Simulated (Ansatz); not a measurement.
Predict the output of the script below (the Ansatz DFT code, driven from Python).

The script, `tae_c2h7fge.py`:
```python
# -*- coding: utf-8 -*-
"""Atomisation energy of C2H7FGe at the given geometry."""

from collections import Counter

import ansatz as az


def energy(molecule, charge=0, unpaired=0):
    calc = (
        molecule.calculation()
        .basis(gaussian="def2-TZVP")
        .functional("pbe")
    )
    if charge:
        calc = calc.charge(charge)
    if unpaired:
        calc = calc.spin("collinear", total=unpaired)
    return calc.run().report["free_energy_ev"]

geometry_ang = [
    ("C", [-0.7348, 1.1052, -0.2434]),
    ("C", [-0.4374, -0.0583, 0.6046]),
    ("F", [-1.5606, -0.8942, 0.6836]),
    ("Ge", [1.1357, -1.0233, -0.1766]),
    ("H", [-1.0726, 0.8155, -1.2935]),
    ("H", [-1.6333, 1.7165, 0.199]),
    ("H", [0.1146, 1.8379, -0.3212]),
    ("H", [-0.1115, 0.3009, 1.6173]),
    ("H", [1.404, -2.2366, 0.7636]),
    ("H", [2.2973, -0.0987, -0.242]),
    ("H", [0.664, -1.522, -1.5709]),
]
mol = az.Crystal.molecule()
for symbol, xyz in geometry_ang:
    mol = mol.atom(symbol, xyz)

# unpaired electrons of the ground-state atoms
unpaired = {"C": 2, "F": 1, "Ge": 2, "H": 1}
counts = Counter(site.symbol for site in mol.cartesian_sites)
atom_energy = {s: energy(az.Crystal.molecule().atom(s, (0, 0, 0)), 0, unpaired[s]) for s in counts}
whole = energy(mol, 0, 0)
for s, e in atom_energy.items():
    print(f"{s:2s} x{counts[s]}  {e:14.5f} eV")
print(f"C2H7FGe: {whole:.5f} eV")
split = sum(counts[s] * e for s, e in atom_energy.items()) - whole
print(f"atomisation energy (no zero-point term): {23.060548 * split:.1f} kcal/mol, {split / sum(counts.values()):.3f} eV an atom")
```

```console
$ python tae_c2h7fge.py
C  x2     -1028.48074 eV
F  x1     -2712.13500 eV
Ge x1    -56507.21275 eV
H  x7       -13.59523 eV
C2H7FGe: -61410.26868 eV
atomisation energy (no zero-point term): 894.6 kcal/mol, 3.527 eV an atom
```

894.6 kcal/mol from the electronic energies, without the zero-point term.

Notes:
- The settings weren't tested for convergence.
- The geometry is a force-field or estimated start, not a minimum of this method, and the basis set is short of its limit. All parts are taken at fixed geometry, without zero-point energy.
- This functional overbinds, so such energies come out a few per cent too high (LDA far more).
- Wall time of the script: 7.1 s on 1 thread of Arm Neoverse V1, on a shared host, peak memory 0.27 GiB.

(A comment or docstring line of the script was reworded after the run, the code is as it ran; lines on the test bed's own set-up are left out of the output.)
